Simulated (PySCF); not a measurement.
# SiN2H4ClF (SMILES N[Si](N)(F)Cl) at 3 levels

Aim: a comparison of 3 runs (M06-2X/pc-0, M06-2X/pc-1, M06-2X/aug-pc-1) of SiN2H4ClF. 

The calculation is run with PySCF 2.14.0.

## 1. The molecule

SiN2H4ClF: 9 atoms, total charge 0, spin state singlet. As SMILES, `N[Si](N)(F)Cl`. The shape is that of a PBE0-D4/def2-TZVP optimisation. This is one conformer, not always the lowest.

Bond lengths: N1–Si2 1.688 Å, Si2–N3 1.684 Å, Si2–F4 1.593 Å, Si2–Cl5 2.053 Å, N1–H6 1.006 Å, N1–H7 1.007 Å, N3–H8 1.006 Å, N3–H9 1.005 Å. Some angles: N1–Si2–N3 109.6°, N1–Si2–F4 104.5°, N1–Si2–Cl5 117.1°, N3–Si2–F4 116.4°, N3–Si2–Cl5 105.5°, F4–Si2–Cl5 104.2°, Si2–N1–H6 120.4°, Si2–N1–H7 120.4°, Si2–N3–H8 121.2°, Si2–N3–H9 121.8°.

## 2. Energy and one-electron properties at M06-2X/pc-0 (run 1)

mol.xyz reads:

```xyz
9
ClFH4N2Si
N     -1.103400     0.512600    -0.802400
Si     0.413700    -0.007900    -0.276100
N      0.278200    -0.677900     1.262900
F      0.921700    -0.982300    -1.429200
Cl     1.890300     1.411100    -0.127000
H     -1.655800     1.131700    -0.233100
H     -1.287400     0.634500    -1.784500
H     -0.423900    -1.367700     1.471900
H      1.055000    -0.700400     1.900500
```

calc.py reads:

```python
import numpy
from pyscf import gto, scf, dft, lo

mol = gto.M(
    atom='mol.xyz',
    basis='pc-0',
    max_memory=1860,
    charge=0,
    verbose=3,
)

myscf = dft.RKS(mol)
myscf.xc = 'm06-2x'
myscf.grids.level = 4
myscf.conv_tol = 1e-10
myscf.kernel()
if not myscf.converged:
    myscf = myscf.newton().run(myscf.mo_coeff, myscf.mo_occ)

energy = myscf.e_tot
print(f'total energy: {energy:.8f} hartree')
myscf.analyze()
quad = myscf.quad_moment()
occ = myscf.mo_coeff[:, myscf.mo_occ > 0]
iaos = lo.vec_lowdin(lo.iao.iao(mol, occ), myscf.get_ovlp())
c = iaos.T @ myscf.get_ovlp() @ occ
pop_iao, q_iao = scf.hf.mulliken_pop(lo.iao.reference_mol(mol), (c * myscf.mo_occ[myscf.mo_occ > 0]) @ c.T, numpy.eye(c.shape[0]), verbose=0)
print('IAO charges', numpy.round(q_iao, 4))
```

On the command line:

```sh
$ OMP_NUM_THREADS=1 python calc.py
```

Standard output:

```text
converged SCF energy = -960.520434621852
[... 8 lines left out ...]
MO #7   energy= -7.51227573503126  occ= 2
[... 10 lines left out ...]
MO #18  energy= -0.643739820043808 occ= 2
[... 10 lines left out ...]
MO #29  energy= -0.348811127326403 occ= 2
[... 10 lines left out ...]
MO #40  energy= 0.736652872265315  occ= 0
[... 10 lines left out ...]
MO #51  energy= 1.32407546209636   occ= 0
[... 20 lines left out ...]
Dipole moment(X, Y, Z, Debye): -2.71663, -0.49426,  1.35224
[... 2 lines left out ...]
IAO charges [-0.8232  1.3759 -0.8303 -0.4983 -0.3236  0.2748  0.2739  0.2757  0.2751]
```

Run time: 26 s. Hardware: 1 thread of Arm Neoverse N1, shared host; peak memory 0.34 GiB.

Atomic charges (e):

```
atom  Mulliken     IAO
  N1    -0.947  -0.823
 Si2    +1.364  +1.376
  N3    -0.960  -0.830
  F4    -0.393  -0.498
 Cl5    -0.323  -0.324
  H6    +0.313  +0.275
  H7    +0.313  +0.274
  H8    +0.316  +0.276
  H9    +0.318  +0.275
```

## 3. Energy and one-electron properties at M06-2X/pc-1 (run 2)

input.py reads:

```python
import numpy
from pyscf import gto, scf, dft, lo

mol = gto.M(
    atom='''
N     -1.103400     0.512600    -0.802400
Si     0.413700    -0.007900    -0.276100
N      0.278200    -0.677900     1.262900
F      0.921700    -0.982300    -1.429200
Cl     1.890300     1.411100    -0.127000
H     -1.655800     1.131700    -0.233100
H     -1.287400     0.634500    -1.784500
H     -0.423900    -1.367700     1.471900
H      1.055000    -0.700400     1.900500
''',
    max_memory=1860,
    basis='pc-1',
    verbose=4,
    spin=0,
)

myscf = dft.RKS(mol)
myscf.xc = 'm06-2x'
myscf.conv_tol = 1e-10
myscf.grids.level = 4
myscf.kernel()
if not myscf.converged:
    myscf = myscf.newton().run(myscf.mo_coeff, myscf.mo_occ)

e_final = myscf.e_tot
print('E = %.10f Eh' % e_final)
dip = myscf.dip_moment()
pop, q = myscf.mulliken_pop()
quad = myscf.quad_moment()
occ = myscf.mo_coeff[:, myscf.mo_occ > 0]
iaos = lo.vec_lowdin(lo.iao.iao(mol, occ), myscf.get_ovlp())
c = iaos.T @ myscf.get_ovlp() @ occ
pop_iao, q_iao = scf.hf.mulliken_pop(lo.iao.reference_mol(mol), (c * myscf.mo_occ[myscf.mo_occ > 0]) @ c.T, numpy.eye(c.shape[0]), verbose=0)
print('IAO charges', numpy.round(q_iao, 4))
```

On the command line:

```sh
$ OMP_NUM_THREADS=1 python input.py
```

Standard output:

```text
PySCF version 2.14.0

[... 78 lines left out ...]
converged SCF energy = -961.486434531842
[... 1 line left out ...]
Dipole moment(X, Y, Z, Debye): -2.38934, -0.29167,  1.36414
[... 111 lines left out ...]
IAO charges [-0.8645  1.5183 -0.8656 -0.5452 -0.3534  0.2769  0.2769  0.2773  0.2793]
```

It took 52 s on 1 thread of Arm Neoverse N1, shared host; peak memory 0.52 GiB.

Atomic charges (e):

```
atom  Mulliken     IAO
  N1    -0.655  -0.865
 Si2    +1.301  +1.518
  N3    -0.664  -0.866
  F4    -0.431  -0.545
 Cl5    -0.378  -0.353
  H6    +0.203  +0.277
  H7    +0.208  +0.277
  H8    +0.207  +0.277
  H9    +0.209  +0.279
```

## 4. Energy and one-electron properties at M06-2X/aug-pc-1 (run 3)

input.py reads:

```python
# N[Si](N)(F)Cl
import numpy
from pyscf import gto, scf, dft, lo

mol = gto.Mole()
mol.atom = '''
N     -1.103400     0.512600    -0.802400
Si     0.413700    -0.007900    -0.276100
N      0.278200    -0.677900     1.262900
F      0.921700    -0.982300    -1.429200
Cl     1.890300     1.411100    -0.127000
H     -1.655800     1.131700    -0.233100
H     -1.287400     0.634500    -1.784500
H     -0.423900    -1.367700     1.471900
H      1.055000    -0.700400     1.900500
'''
mol.max_memory = 1860
mol.verbose = 3
mol.basis = 'aug-pc-1'
mol.spin = 0
mol.charge = 0
mol.build()

mf = dft.RKS(mol)
mf.xc = 'm06-2x'
mf.grids.level = 4
mf.conv_tol = 1e-10
mf.kernel()
if not mf.converged:
    mf = mf.newton().run(mf.mo_coeff, mf.mo_occ)

energy = mf.e_tot
print(f'total energy: {energy:.8f} hartree')
dip = mf.dip_moment()
pop, q = mf.mulliken_pop()
quad = mf.quad_moment()
occ = mf.mo_coeff[:, mf.mo_occ > 0]
iaos = lo.vec_lowdin(lo.iao.iao(mol, occ), mf.get_ovlp())
c = iaos.T @ mf.get_ovlp() @ occ
pop_iao, q_iao = scf.hf.mulliken_pop(lo.iao.reference_mol(mol), (c * mf.mo_occ[mf.mo_occ > 0]) @ c.T, numpy.eye(c.shape[0]), verbose=0)
print('IAO charges', numpy.round(q_iao, 4))
```

On the command line:

```sh
$ OMP_NUM_THREADS=1 python input.py
```

Standard output:

```text
converged SCF energy = -961.508031743003
total energy: -961.50803174 hartree
Dipole moment(X, Y, Z, Debye): -2.16100, -0.19110,  1.27989
[... 172 lines left out ...]
IAO charges [-0.8847  1.5318 -0.8852 -0.5495 -0.355   0.2851  0.2849  0.2849  0.2878]
```

It took 2.1 min on 1 thread of Arm Neoverse N1, shared host; peak memory 1.3 GiB.

Atomic charges (e):

```
atom  Mulliken     IAO
  N1    -1.010  -0.885
 Si2    +2.858  +1.532
  N3    -1.102  -0.885
  F4    -0.659  -0.549
 Cl5    -0.872  -0.355
  H6    +0.181  +0.285
  H7    +0.216  +0.285
  H8    +0.190  +0.285
  H9    +0.197  +0.288
```

## 5. The series

```
run            level  energy (Eh)  dipole moment (D)  HOMO energy (eV)  LUMO energy (eV)  wall time
  1      M06-2X/pc-0  -960.520435               3.07             -9.49              2.48       26 s
  2      M06-2X/pc-1  -961.486435               2.77             -9.48              1.64       52 s
  3  M06-2X/aug-pc-1  -961.508032               2.52             -9.51             -0.44    2.1 min
```

## 6. Results

```
            quantity          value
 run 3: total energy  -961.50803 Eh
run 3: dipole moment         2.52 D
  run 3: HOMO energy       -9.51 eV
  run 3: LUMO energy       -0.44 eV
run 3: HOMO–LUMO gap        9.08 eV
```

**Reading.** The dipole moment (its size) runs from 2.52 D (M06-2X/aug-pc-1) to 3.07 D (M06-2X/pc-0). The HOMO–LUMO gap runs from 9.08 eV (M06-2X/aug-pc-1) to 11.97 eV (M06-2X/pc-0). All runs together took 3.4 min, the longest 2.1 min.
